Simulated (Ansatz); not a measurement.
# C8H7F13O3Si: structure and electronic state, part 2 of 2

What does C8H7F13O3Si look like as a singlet, and where do its frontier electrons sit?

Ansatz 0.2.0, Gaussian basis; RKS PBE0-D4/def2-TZVP. The steps go on from the part before.

## Step 3: Single point, PBE0-D4/def2-TZVP

start.molden holds the orbitals of an earlier run on this state, given as this run's starting guess.

The input, in.yaml:

```yaml
crystal:
  periodic: [false, false, false]
  atoms:
    - {symbol: O, position_ang: [-2.777306, 1.365777, 0.967468]}
    - {symbol: Si, position_ang: [-3.481473, 1.035738, -0.516396]}
    - {symbol: O, position_ang: [-5.141454, 0.908116, -0.420043]}
    - {symbol: O, position_ang: [-3.135342, 2.317744, -1.538590]}
    - {symbol: C, position_ang: [-2.957913, -0.626779, -1.243484]}
    - {symbol: C, position_ang: [-1.616657, -0.686936, -1.986999]}
    - {symbol: C, position_ang: [-0.356496, -0.252835, -1.250998]}
    - {symbol: F, position_ang: [0.696907, -0.324329, -2.121193]}
    - {symbol: F, position_ang: [-0.452090, 1.056066, -0.834772]}
    - {symbol: C, position_ang: [0.030133, -1.106301, -0.006895]}
    - {symbol: F, position_ang: [0.255544, -2.375899, -0.409932]}
    - {symbol: F, position_ang: [-1.035912, -1.124034, 0.862775]}
    - {symbol: C, position_ang: [1.236975, -0.630329, 0.883091]}
    - {symbol: F, position_ang: [0.878374, 0.526850, 1.491983]}
    - {symbol: F, position_ang: [1.393977, -1.592467, 1.828607]}
    - {symbol: C, position_ang: [2.606702, -0.408343, 0.170625]}
    - {symbol: F, position_ang: [2.557981, 0.758555, -0.511129]}
    - {symbol: F, position_ang: [2.818248, -1.430110, -0.695560]}
    - {symbol: C, position_ang: [3.873350, -0.368766, 1.101426]}
    - {symbol: F, position_ang: [4.074841, -1.598075, 1.625909]}
    - {symbol: F, position_ang: [4.915887, -0.061140, 0.290170]}
    - {symbol: C, position_ang: [3.875597, 0.666090, 2.268783]}
    - {symbol: F, position_ang: [5.107248, 0.716307, 2.797353]}
    - {symbol: F, position_ang: [3.011085, 0.298792, 3.228257]}
    - {symbol: F, position_ang: [3.544057, 1.886307, 1.819451]}
    - {symbol: H, position_ang: [-2.239115, 0.642010, 1.331738]}
    - {symbol: H, position_ang: [-5.589518, 1.707585, -0.094717]}
    - {symbol: H, position_ang: [-2.260086, 2.706839, -1.361077]}
    - {symbol: H, position_ang: [-3.757917, -0.872187, -1.973408]}
    - {symbol: H, position_ang: [-3.022967, -1.410474, -0.462070]}
    - {symbol: H, position_ang: [-1.409763, -1.707887, -2.369146]}
    - {symbol: H, position_ang: [-1.642908, -0.015905, -2.871246]}
basis:
  gaussian: {orbitals: def2-TZVP, fitting: {mean_field: def2-universal-jkfit}, initial_orbitals: start.molden}
hamiltonian: {xc: pbe0, dispersion: d4}
scf: {omitted_lower_state_checks: [starts]}
output: {orbitals: {seedname: orbitals}}
```

Started as:

```bash
> ansatz run in.yaml --threads 2 --pin off --events-out ev --progress --plain --max-ram 32768MiB --backend cuda --devices 0, --max-vram 18GiB
```

The program printed, shortened:

```text
Functional definition: PBE0
  name "PBE0"
  cite "Adamo & Barone, J. Chem. Phys. 110, 6158 (1999) doi:10.1063/1.478522"
  cite "Perdew, Burke & Ernzerhof, Phys. Rev. Lett. 77, 3865 (1996) doi:10.1103/PhysRevLett.77.3865"
  parent pbe
[...]
2086 factors; integrals over basis functions are off by at most 1.6e0 eV
[...]
mean field -57721.24527150 eV, -2121.2166388623 hartree, gradient 1.3e-5 eV, S^2 0.000000; 0 other end points of the search recorded, 0 dependent functions left out
reference -57721.24531188 eV, -2121.2166403464 hartree; 105, 105 occupied and 718, 718 virtual orbitals, 2086 factors
Total energy: -57722.21181577 eV, -2121.2521587090 hartree
Checks for a lower state left out: starts
```

It took 8 s on 1 × H100 (card shared with other runs) with 2 threads of AMD EPYC 7R13, shared host.

HOMO -8.80 eV, LUMO -0.17 eV.

Mulliken charges, from this run's orbitals:

O1 -0.51; Si2 0.70; O3 -0.54; O4 -0.53; C5 -0.40; C6 -0.21; C7 0.27; F8 -0.16; F9 -0.18; C10 0.31; F11 -0.15; F12 -0.18; C13 0.27; F14 -0.15; F15 -0.14; C16 0.25; F17 -0.14; F18 -0.14; C19 0.30; F20 -0.14; F21 -0.14; C22 0.39; F23 -0.13; F24 -0.13; F25 -0.13; H26 0.33; H27 0.33; H28 0.34; H29 0.15; H30 0.15; H31 0.15; H32 0.15

Largest Mayer bond orders: Si2–O3 1.24; Si2–O4 1.20; O1–Si2 1.18; C22–F23 1.16; C22–F25 1.16; C22–F24 1.15; C19–F20 1.13; C10–F11 1.12; C19–F21 1.12; C16–F17 1.11.

Orbitals, density, ELF and potential are computed afterwards from the orbital file.

Frontier orbitals at PBE0-D4/def2-TZVP, with the share of their density that lies nearest to each atom:

```
orbital  energy (eV)                                      lies on
 HOMO-1        -9.01                     O1 47 %; O3 34 %; O4 8 %
   HOMO        -8.80                    O4 29 %; C5 25 %; O1 11 %
   LUMO        -0.17  C10, C13 about 12 % each; C16 10 %; F12 9 %
```

ELF in a plane through or near 8 of the atoms.

Ten even steps from ' ' (0.00) to '@' (0.99):
```
                                                        
                                                        
                                                        
                                ::--::                  
        ..                      ++##**..    ++++..      
      ==##==          ....      ##%%##--  --%%%%--      
      **%%##----    ..**++::    **%%##--..==%%##::      
      ##==##--::..  ==%%%%==    ::**++++..####++..      
      ++##==**@@::  ..**##..  ..  ....##==##%%##::      
      ..    **++**==++--..    ..  ..##++--..====..      
            ::**@@++%%##----==::  ::##%%##    ..        
            ::--%%..==++::**@@==****%%++##**            
                ..##**..  ::**++##::%%++@@@@**          
                ****##==      ..####++..**@@++          
                **%%%%==        @@@@**  ..++..          
                ::==--..      ..@@@@##                  
                                %%@@++                  
                                  ..                    
                                                        
                                                        
```
The map spans 16.5 Å across and 10.4 Å up, centred on the molecule. Atoms in the plane (x, y in Å): Si2 (3.5, 1.0), C6 (2.1, -1.6), C16 (-2.5, -0.6), F18 (-2.5, -2.0), C19 (-4.0, -0.2), C22 (-4.3, 1.3), F23 (-5.7, 1.5), H31 (2.0, -2.6).

log10 of the density (e/Å³) in the same plane.

Ten even steps from ' ' (-4.0) to '@' (1.6):
```
                                                        
                                                        
                                ..::::..                
      ....::::::::..          ::--====--::::::::..      
    ..--==----====--::::::....--++**++==----====::      
    ::++****++**++==--====--::--**####++==++**++--..    
  ..--**%%##****++==++****==--==**####**++******==..    
  ..--##@@%%%%##**==++####++====++****%%######**==::    
  ..--++##**####**++++####++++++==++**@@%%****++==::    
    ::====++####**********++++++++++******++++==--..    
    ..--==++##@@########********++++**##**++==--::      
      ::==++**########******####****####**++--::..      
      ::--==++++**####++++**##########****++--::        
        ::--====**@@%%**==++++++####**++++==--..        
        ..::::==**%%##++======++####**====--::          
            ..--==++++==------==****++--::....          
              ..::----::..::::--====--::..              
                              ..::::::..                
                                ....                    
                                                        
```
The map spans 16.5 Å across and 10.4 Å up, centred on the molecule. Atoms in the plane (x, y in Å): Si2 (3.5, 1.0), C6 (2.1, -1.6), C16 (-2.5, -0.6), F18 (-2.5, -2.0), C19 (-4.0, -0.2), C22 (-4.3, 1.3), F23 (-5.7, 1.5), H31 (2.0, -2.6).

## Step 4: Results

The summary covers parts 1 to 2.

| quantity | value |
| --- | --- |
| point group | C1 |
| commonest bond, hydrogen aside | C–F, 13 of mean length 1.356 Å |
| HOMO, LUMO at PBE0-D4/def2-TZVP | -8.80, -0.17 eV |
| dipole at PBE-D4/def2-SVP | 0.93 D |

What this shows: The molecule keeps its bonding pattern by the stored test; the atoms moved 0.25 Å (rms). No usable vibrations, so a minimum isn't proven. The HOMO lies nearest to O4 29 %; C5 25 % and the LUMO to C10, C13 about 12 % each; C16 10 %. The point group is read from a loosely relaxed geometry; soft torsions can leave it below the true symmetry.
